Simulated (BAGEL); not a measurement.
**One shape, several levels: CH2FNSSi (SMILES FC1=N[SiH2]S1)**

Aim: a comparison of 4 runs (B3LYP/6-31G*, B3LYP/cc-pVDZ, PBE0/cc-pVDZ, RI-MP2/cc-pVDZ) of CH2FNSSi. 

Program for the calculation: BAGEL 1.2.2.

1 further run of the same task is left out (it didn't finish). Runs told in other sessions of the task aren't counted.

**1. The molecule**

CH2FNSSi: 7 atoms, total charge 0, spin state singlet. SMILES: `FC1=N[SiH2]S1`. The coordinates come from a PBE0-D4/def2-TZVP relaxation.

Bond lengths: F1–C2 1.316 Å, C2–N3 1.264 Å, N3–Si4 1.755 Å, C2–S5 1.779 Å, Si4–S5 2.172 Å, Si4–H6 1.478 Å, Si4–H7 1.478 Å. Some angles: F1–C2–N3 124.1°, F1–C2–S5 117.1°, N3–C2–S5 118.7°, C2–N3–Si4 91.5°, N3–Si4–S5 83.4°, C2–S5–Si4 66.4°, N3–Si4–H6 115.0°, N3–Si4–H7 115.0°, S5–Si4–H6 114.2°, S5–Si4–H7 114.2°.

**2. The energy at B3LYP/6-31G(d) (density fitting with qzvpp-jkfit, spherical functions) (run 1)**

input.json reads:

```json
{ "bagel" : [

{
  "title" : "molecule",
  "basis" : "6-31gs.json",
  "df_basis" : "qzvpp-jkfit",
  "angstrom" : "true",
  "geometry" : [
    { "atom" : "F", "xyz" : [    1.147800,   -1.939300,    1.137100 ] },
    { "atom" : "C", "xyz" : [    0.551100,   -0.929900,    0.538600 ] },
    { "atom" : "N", "xyz" : [   -0.672300,   -0.915900,    0.221400 ] },
    { "atom" : "Si", "xyz" : [   -0.525200,    0.696600,   -0.454900 ] },
    { "atom" : "S", "xyz" : [    1.547900,    0.494500,    0.161700 ] },
    { "atom" : "H", "xyz" : [   -1.272100,    1.746800,    0.268200 ] },
    { "atom" : "H", "xyz" : [   -0.716300,    0.779100,   -1.917900 ] }
  ]
},
{ "title" : "ks", "xc_func" : "b3lyp" },
{ "title" : "print", "file" : "orbitals.molden", "orbitals" : "true" }

]}
```

The basis set 6-31G* is read from a file made from the Basis Set Exchange's data (not shown).

Started as:

```bash
BAGEL_NUM_THREADS=1 BAGEL input.json > input.out
```

Log:

```text
* using 1 threads per process

  ===============================================================
  ===============================================================

  *** Geometry ***

  { "atom" : "F", "xyz" : [      2.169028,     -3.664746,      2.148808 ] },
  { "atom" : "C", "xyz" : [      1.041428,     -1.757256,      1.017806 ] },
  { "atom" : "N", "xyz" : [     -1.270463,     -1.730800,      0.418385 ] },
  { "atom" : "Si", "xyz" : [     -0.992484,      1.316383,     -0.859636 ] },
  { "atom" : "S", "xyz" : [      2.925107,      0.934470,      0.305569 ] },
  { "atom" : "H", "xyz" : [     -2.403921,      3.300974,      0.506825 ] },
  { "atom" : "H", "xyz" : [     -1.353611,      1.472286,     -3.624306 ] },

  Number of auxiliary basis functions:      521

  Since a DF basis is specified, we compute 2- and 3-index integrals:
    o Being stored without compression. Storage requirement is 0.028 GB

  Number of basis functions:       82
  Number of electrons      :       54

    * METHOD: MOLECULE                             0.31

  *** Kohn-Sham DFT ***

    * Removing 13651 points whose weight is below 1.00e-10
    * Grid points: 90691

  === Nuclear Repulsion ===
   279.6957152972

       - DIIS with orbital gradients will be used.

  === KS iteration (b3lyp / 6-31gs.json) ===
      0       -849.67218447          0.14797625           0.41
      1       -813.65368388          0.16121317           0.39
      2       -671.69532098          0.22774097           0.38
      3       -866.05920803          0.13126536           0.38
      4       -872.51879821          0.10185559           0.38
      5       -880.31823573          0.04664519           0.38
      6       -881.41503695          0.01718624           0.38
      7       -881.55182930          0.00654936           0.39
      8       -881.57182221          0.00266429           0.39
      9       -881.57500575          0.00069033           0.39
     10       -881.57524385          0.00024125           0.39
     11       -881.57529230          0.00003918           0.39
     12       -881.57529311          0.00000976           0.38
     13       -881.57529318          0.00000296           0.38
     14       -881.57529318          0.00000187           0.39
     15       -881.57529318          0.00000060           0.39
     16       -881.57529318          0.00000024           0.39
     17       -881.57529318          0.00000009           0.39
     18       -881.57529318          0.00000002           0.38
     19       -881.57529318          0.00000001           0.39
     20       -881.57529318          0.00000000           0.39
    * SCF iteration converged.

    * Permanent dipole moment:
           (    0.176714,    -0.795355,     0.396953) a.u.

    * METHOD: KS                                   8.60

    * METHOD: PRINT                                0.02

  ===============================================================
```

Wall time 9.3 s (1 thread of Arm Neoverse V1, shared host); peak memory 0.39 GiB.

**3. A single-point energy at B3LYP/cc-pVDZ (density fitting with qzvpp-jkfit) (run 2)**

input.json reads:

```json
{ "bagel" : [

{
  "title" : "molecule",
  "basis" : "cc-pvdz.json",
  "df_basis" : "qzvpp-jkfit",
  "angstrom" : true,
  "geometry" : [
    { "atom" : "F", "xyz" : [       1.147800,      -1.939300,       1.137100 ] },
    { "atom" : "C", "xyz" : [       0.551100,      -0.929900,       0.538600 ] },
    { "atom" : "N", "xyz" : [      -0.672300,      -0.915900,       0.221400 ] },
    { "atom" : "Si", "xyz" : [      -0.525200,       0.696600,      -0.454900 ] },
    { "atom" : "S", "xyz" : [       1.547900,       0.494500,       0.161700 ] },
    { "atom" : "H", "xyz" : [      -1.272100,       1.746800,       0.268200 ] },
    { "atom" : "H", "xyz" : [      -0.716300,       0.779100,      -1.917900 ] }
  ]
},

{
  "title" : "ks",
  "xc_func" : "b3lyp"
},

{
  "title" : "print",
  "file" : "orbitals.molden",
  "orbitals" : true
}

]}
```

The basis set cc-pVDZ is read from a file made from the Basis Set Exchange's data (not shown).

Started as:

```bash
BAGEL_NUM_THREADS=1 BAGEL input.json > input.out
```

Log:

```text
* using 1 threads per process

  ===============================================================
  ===============================================================

  *** Geometry ***

  { "atom" : "F", "xyz" : [      2.169028,     -3.664746,      2.148808 ] },
  { "atom" : "C", "xyz" : [      1.041428,     -1.757256,      1.017806 ] },
  { "atom" : "N", "xyz" : [     -1.270463,     -1.730800,      0.418385 ] },
  { "atom" : "Si", "xyz" : [     -0.992484,      1.316383,     -0.859636 ] },
  { "atom" : "S", "xyz" : [      2.925107,      0.934470,      0.305569 ] },
  { "atom" : "H", "xyz" : [     -2.403921,      3.300974,      0.506825 ] },
  { "atom" : "H", "xyz" : [     -1.353611,      1.472286,     -3.624306 ] },

  Number of auxiliary basis functions:      521

  Since a DF basis is specified, we compute 2- and 3-index integrals:
    o Being stored without compression. Storage requirement is 0.032 GB

  Number of basis functions:       88
  Number of electrons      :       54

    * METHOD: MOLECULE                             0.30

  *** Kohn-Sham DFT ***

    * Removing 13651 points whose weight is below 1.00e-10
    * Grid points: 90691

  === Nuclear Repulsion ===
   279.6957152972

       - DIIS with orbital gradients will be used.

  === KS iteration (b3lyp / cc-pvdz.json) ===
      0       -851.11520337          0.11545028           0.42
      1       -806.56764229          0.15873791           0.41
      2       -660.92069972          0.32054569           0.41
      3       -852.38873866          0.14164601           0.40
      4       -874.01589283          0.06834523           0.41
      5       -873.85291676          0.09936448           0.41
      6       -881.47498073          0.01451575           0.41
      7       -881.53126030          0.01230897           0.41
      8       -881.62444928          0.00198633           0.41
      9       -881.62640224          0.00129536           0.41
     10       -881.62779126          0.00036380           0.41
     11       -881.62788619          0.00009342           0.41
     12       -881.62789351          0.00002636           0.41
     13       -881.62789420          0.00000956           0.41
     14       -881.62789420          0.00001021           0.41
     15       -881.62789427          0.00000064           0.41
     16       -881.62789427          0.00000029           0.42
     17       -881.62789427          0.00000011           0.42
     18       -881.62789427          0.00000004           0.42
     19       -881.62789427          0.00000002           0.42
     20       -881.62789427          0.00000001           0.42
    * SCF iteration converged.

    * Permanent dipole moment:
           (    0.129220,    -0.762165,     0.370185) a.u.

    * METHOD: KS                                   9.22

    * METHOD: PRINT                                0.02

  ===============================================================
```

It took 9.9 s on 1 thread of Arm Neoverse V1, shared host; peak memory 0.41 GiB.

Run 3 isn't shown in full; the table further down has it.

**4. A single-point energy at RI-MP2/cc-pVDZ (density fitting with qzvpp-jkfit) (run 4)**

job.json reads:

```json
{ "bagel": [

{
  "title": "molecule",
  "basis": "cc-pvdz.json",
  "df_basis": "qzvpp-jkfit",
  "angstrom": "true",
  "geometry": [
    { "atom": "F", "xyz": [       1.147800,      -1.939300,       1.137100 ] },
    { "atom": "C", "xyz": [       0.551100,      -0.929900,       0.538600 ] },
    { "atom": "N", "xyz": [      -0.672300,      -0.915900,       0.221400 ] },
    { "atom": "Si", "xyz": [      -0.525200,       0.696600,      -0.454900 ] },
    { "atom": "S", "xyz": [       1.547900,       0.494500,       0.161700 ] },
    { "atom": "H", "xyz": [      -1.272100,       1.746800,       0.268200 ] },
    { "atom": "H", "xyz": [      -0.716300,       0.779100,      -1.917900 ] }
  ]
},

{
  "title": "hf",
  "charge": 0
},

{
  "title": "mp2",
  "charge": 0,
  "ncore": 13
}

]}
```

The basis set cc-pVDZ is read from a file made from the Basis Set Exchange's data (not shown).

Started as:

```bash
BAGEL_NUM_THREADS=1 BAGEL job.json > job.out
```

Log:

```text
* using 1 threads per process

  ===============================================================
  ===============================================================

  *** Geometry ***

  { "atom" : "F", "xyz" : [      2.169028,     -3.664746,      2.148808 ] },
  { "atom" : "C", "xyz" : [      1.041428,     -1.757256,      1.017806 ] },
  { "atom" : "N", "xyz" : [     -1.270463,     -1.730800,      0.418385 ] },
  { "atom" : "Si", "xyz" : [     -0.992484,      1.316383,     -0.859636 ] },
  { "atom" : "S", "xyz" : [      2.925107,      0.934470,      0.305569 ] },
  { "atom" : "H", "xyz" : [     -2.403921,      3.300974,      0.506825 ] },
  { "atom" : "H", "xyz" : [     -1.353611,      1.472286,     -3.624306 ] },

  Number of auxiliary basis functions:      521

  Since a DF basis is specified, we compute 2- and 3-index integrals:
    o Being stored without compression. Storage requirement is 0.032 GB

  Number of basis functions:       88
  Number of electrons      :       54

    * METHOD: MOLECULE                             0.30

  *** RHF ***

  === Nuclear Repulsion ===
   279.6957152972

      * DIIS with orbital gradients will be used.

  === RHF iteration (cc-pvdz.json) ===
      0       -879.14231614          0.01614211           0.11
      1       -879.27173740          0.01321669           0.10
      2       -879.39025274          0.00154128           0.10
      3       -879.39322852          0.00066764           0.10
      4       -879.39374250          0.00019514           0.10
      5       -879.39382974          0.00009638           0.10
      6       -879.39384937          0.00004216           0.10
      7       -879.39385321          0.00001105           0.10
      8       -879.39385340          0.00000419           0.10
      9       -879.39385342          0.00000209           0.10
     10       -879.39385343          0.00000098           0.10
     11       -879.39385343          0.00000026           0.10
     12       -879.39385343          0.00000012           0.10
     13       -879.39385343          0.00000006           0.10
     14       -879.39385343          0.00000002           0.10
     15       -879.39385343          0.00000001           0.10
    * SCF iteration converged.

    * Permanent dipole moment:
           (    0.175488,    -0.933300,     0.457705) a.u.

    * METHOD: HF                                   1.86

  *** RHF ***

  === Nuclear Repulsion ===
   279.6957152972

      * DIIS with orbital gradients will be used.

  === RHF iteration (cc-pvdz.json) ===
      0       -879.39385343          0.00000000           0.10
    * SCF iteration converged.

    * Permanent dipole moment:
           (    0.175487,    -0.933300,     0.457705) a.u.

  === DF-MP2 calculation ===

    * freezing 13 orbitals
    * 3-index integral transformation done
    * assembly done

      MP2 correlation energy:   -0.6933787453      0.05

      MP2 total energy:       -880.0872321793

    * METHOD: MP2                                  0.26

  ===============================================================
```

It took 2.6 s on 1 thread of Arm Neoverse V1, shared host; peak memory 0.14 GiB.

**5. All runs side by side**

```csv
run,level,frozen core orbitals,energy (Eh),dipole moment (D),HOMO energy (eV),LUMO energy (eV),wall time
1,"B3LYP/6-31G* (density fitting with qzvpp-jkfit, spherical functions)",–,-881.575293,2.30,-7.37,-0.82,9.3 s
2,B3LYP/cc-pVDZ (density fitting with qzvpp-jkfit),–,-881.627894,2.18,-7.35,-0.70,9.9 s
3,PBE0/cc-pVDZ (density fitting with qzvpp-jkfit),–,-881.141898,2.20,-7.67,-0.55,9 s
4,RI-MP2/cc-pVDZ (density fitting with qzvpp-jkfit),13,-880.087232,–,–,–,2.6 s
```

**6. Results**

| quantity | value |
| --- | --- |
| run 4: total energy | -880.08723 Eh |
| run 4: correlation energy (13 core orbitals frozen) | -693.4 mEh |

What this shows: Over runs 1, 2, 3 the dipole moment (its size) runs from 2.18 D (B3LYP/cc-pVDZ) to 2.30 D (B3LYP/6-31G*). Over runs 1, 2, 3 the HOMO–LUMO gap runs from 6.55 eV (B3LYP/6-31G*) to 7.12 eV (PBE0/cc-pVDZ). The two ends differ in method and basis. Totals of different functionals can't be ranked against each other. All runs together took 31 s, the longest 9.9 s.
